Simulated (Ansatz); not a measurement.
**CH2SSe (SMILES C1S[Se]1): one structure at several levels**

An exercise on one series of results from a longer session: the logs are not shown, and one member is left open.

The runs use Ansatz 0.2.0, Gaussian basis; single points in def2-TZVPP.

Cores are frozen in the correlated methods. Filled d shells of the heavier atoms are correlated.

### The system as given

SMILES `C1S[Se]1`, 5 atoms, charge 0, spin multiplicity 1.

Atoms are counted from 1 here; the program's logs count them from 0.

Bond lengths: C1–S2 1.829 Å, C1–Se3 1.941 Å, C1–H4 1.071 Å, C1–H5 1.044 Å, S2–Se3 2.189 Å. Angles: S2–C1–Se3 70.9°, S2–C1–H4 113.9°, S2–C1–H5 114.6°, Se3–C1–H4 114.9°, Se3–C1–H5 116.8°, H4–C1–H5 117.3°, C1–S2–Se3 57.0°, C1–Se3–S2 52.1°.

Geometry (Å):

```csv
atom,x (Å),y (Å),z (Å)
C1,-0.0929,0.3122,-0.2078
S2,-0.3355,-0.5889,1.3648
Se3,1.0034,-1.2901,-0.2183
H4,-0.9414,0.2821,-0.8606
H5,0.4069,1.2234,-0.1131
```

The first run:

Contents of run/in.yaml:

```yaml
crystal:
  periodic: [false, false, false]
  atoms:
    - {symbol: C, position_ang: [-0.092900, 0.312200, -0.207800]}
    - {symbol: S, position_ang: [-0.335500, -0.588900, 1.364800]}
    - {symbol: Se, position_ang: [1.003400, -1.290100, -0.218300]}
    - {symbol: H, position_ang: [-0.941400, 0.282100, -0.860600]}
    - {symbol: H, position_ang: [0.406900, 1.223400, -0.113100]}
basis:
  gaussian: {orbitals: def2-TZVPP}
correlation: {method: ccsd_t}
output: {forces: true}
```

No record of the launch command was kept for these runs.

Among the steps run: CCSD(T)/def2-TZVPP; PBE0-D4/def2-TZVPP; wB97M-V/def2-TZVPP; r2SCAN-D4/def2-TZVPP; PBE-D4/def2-TZVPP; BLYP-D4/def2-TZVPP; wB97X-V/def2-TZVPP.

One of the session's tables, all rows but one given; the rest of the session is left out.

| method | RMS force component (eV/Å) | angle to CCSD(T) forces (°) | dipole (D) |
| --- | --- | --- | --- |
| CCSD(T) | 0.651 | reference | 1.49 |
| PBE0-D4 | 0.715 | 18.3 | 1.55 |
| wB97M-V | ? | ? | ? |
| r2SCAN-D4 | 0.671 | 9.5 | 1.59 |
| PBE-D4 | 0.742 | 7.4 | 1.49 |
| BLYP-D4 | 0.760 | 23.1 | 1.46 |
| wB97X-V | 0.739 | 23.5 | 1.56 |

Q: Estimate the row for wB97M-V from the others.

**Answer.** RMS force component (eV/Å): 0.669; angle to CCSD(T) forces (°): 15.9; dipole (D): 1.49. In the column «RMS force component (eV/Å)» it lies between CCSD(T) (0.651) and r2SCAN-D4 (0.671).
